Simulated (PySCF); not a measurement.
**SnH2F2 (SMILES [F][SnH2][F]) at PBE0/def2-SVP (core potential)**

What is the vertical ionisation energy of SnH2F2 at PBE0/def2-SVP (core potential)? Input form: a Python script.

The results are computed with PySCF 2.14.0.

2 further runs of the same task are left out: 2 set aside as unsound or not needed.

## Step 1: Starting point

SnH2F2 has 5 atoms, charge 0, and is taken as a singlet. As SMILES, `[F][SnH2][F]`. The shape is that of a PBE0-D4/def2-TZVP optimisation.

Bond lengths: F1–Sn2 1.909 Å, Sn2–F3 1.909 Å, Sn2–H4 1.692 Å, Sn2–H5 1.692 Å. Angles: F1–Sn2–F3 103.3°, F1–Sn2–H4 107.1°, F1–Sn2–H5 107.1°, F3–Sn2–H4 107.1°, F3–Sn2–H5 107.1°, H4–Sn2–H5 123.6°.

## Step 2: The energy at PBE0/def2-SVP (core potential)

File calc.py:

```python
from pyscf import gto, dft

molecule = gto.Mole()
molecule.atom = [
    ('F', (-0.343500, -0.356300, 1.741400)),
    ('Sn', (0.128900, -0.073200, -0.086200)),
    ('F', (-1.231200, 1.110700, -0.712400)),
    ('H', (-0.087400, -1.547100, -0.889100)),
    ('H', (1.583200, 0.792100, -0.095000)),
]
molecule.spin = 0
molecule.verbose = 3
molecule.ecp = {'Sn': 'def2-svp'}
molecule.basis = 'def2-svp'
molecule.max_memory = 1860
molecule.build()

myscf = dft.RKS(molecule, xc='pbe0')
myscf.conv_tol = 1e-10
myscf.grids.level = 5
myscf.kernel()
if not myscf.converged:
    myscf = myscf.newton().run(myscf.mo_coeff, myscf.mo_occ)

energy = myscf.e_tot
print('E = %.10f Eh' % energy)
```

Command:

```console
$ OMP_NUM_THREADS=1 python calc.py
```

Log:

```text
converged SCF energy = -414.864476472752
E = -414.8644764728 Eh
```

Run time: 8.7 s. Hardware: 1 thread of Arm Neoverse V1, shared host; peak memory 0.33 GiB.

## Step 3: The doublet cation, same level

File job.py:

```python
from pyscf import gto, dft

mol = gto.M(
    atom='''
F     -0.649121    -0.673309     3.290769
Sn     0.243586    -0.138328    -0.162894
F     -2.326631     2.098919    -1.346241
H     -0.165162    -2.923595    -1.680155
H      2.991814     1.496852    -0.179524
''',
    verbose=3,
    charge=1,
    ecp={'Sn': 'def2-svp'},
    max_memory=1860,
    basis='def2-svp',
    spin=1,
    unit='bohr',
)

mf = dft.UKS(mol)
mf.xc = 'pbe0'
mf.grids.level = 5
mf.conv_tol = 1e-10
mf.kernel()
if not mf.converged:
    mf = mf.newton().run(mf.mo_coeff, mf.mo_occ)

e_tot = mf.e_tot
print('E = %.10f Eh' % e_tot)
```

Command:

```console
$ OMP_NUM_THREADS=1 python job.py
```

Log:

```text
WARN: HOMO -0.881155734650402 >= LUMO -0.88115573465042

converged SCF energy = -414.418746996387  <S^2> = 0.76580767  2S+1 = 2.0157457
E = -414.4187469964 Eh
```

Run time: 19 s. Hardware: 1 thread of Arm Neoverse V1, shared host; peak memory 0.34 GiB.

## Step 4: Summary of results

Level: PBE0/def2-SVP (core potential).

| quantity | value |
| --- | --- |
| singlet SnH2F2: total energy | -414.86448 Eh |
| singlet SnH2F2: dipole moment | 3.40 D |
| singlet SnH2F2: HOMO energy | -9.68 eV |
| singlet SnH2F2: LUMO energy | -0.62 eV |
| singlet SnH2F2: HOMO–LUMO gap | 9.06 eV |
| doublet cation: total energy | -414.41875 Eh |
| doublet cation: HOMO energy (highest over α and β) | -16.86 eV |
| doublet cation: LUMO energy (lowest over α and β) | -14.56 eV |
| doublet cation: ⟨S²⟩ | 0.766 |
| vertical ionisation energy (to the doublet cation) | 12.129 eV |

What this shows: The vertical ionisation energy comes to 12.13 eV (1170 kJ/mol). The negative HOMO energy of the first species, 9.68 eV, lies 2.45 eV below that difference. Mulliken charges (doublet cation) run from -0.26 on F1 to +1.15 on Sn2.
